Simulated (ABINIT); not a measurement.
Input of an ABINIT 10.8.3 (patched build) run:

File run.abi:

```
# Pseudopotentials
pp_dirpath "./"
pseudos "Zr.upf, B.upf"

# Structure
acell 6.2135074315 6.2135074315 6.2135074315
rprim
     0.0000000000     0.7071067812     0.7071067812
     0.7071067812     0.0000000000     0.7071067812
     0.7071067812     0.7071067812     0.0000000000
ntypat 2
znucl 40 5
natom 2
typat 1 2
chkprim 0
chksymtnons 0
tolsym 1.0e-6
xred
            0.0            0.0            0.0
            1/2            1/2            1/2

# Plane-wave basis
ecut 38.0
ecutsm 0.5

# k points
kptopt 1
ngkpt 8 8 8
nshiftk 1
shiftk 0.0 0.0 0.0

# Exchange and correlation
ixc -116133

# Bands and occupations
nband 12
occopt 3
tsmear 0.00183747

# SCF cycle
nstep 80
tolvrs 1.0e-12

# Output
iomode 3
prteig 0
prtebands 0
prtwf 0
prtden 0

# Relaxation
ionmov 2
optcell 2
ntime 50
tolmxf 2.0e-5
dilatmx 1.08
```

Potentials or basis: PseudoDojo NC SR PBEsol v0.4.1 standard.

Run with:

```console
$ mpirun --bind-to none -np 4 abinit run.abi > log 2>&1
```

(1) Predict the band gap on the k mesh.

(2) What does it give for the relaxed volume?

(3) Estimate the relaxed cell.

(4) What does it give for the space group after relaxing (to 0.05 Å)?

Results:

(1) none (metal or under the smearing width).

(2) 14.39 Å³/atom.

(3) a = 3.440 Å, b = 3.440 Å, c = 3.440 Å, α = 60.00°, β = 60.00°, γ = 60.00°.

(4) Fm-3m (No. 225).

Caveat: the volume moved by +14 % from the deposited cell, more than functionals usually miss.
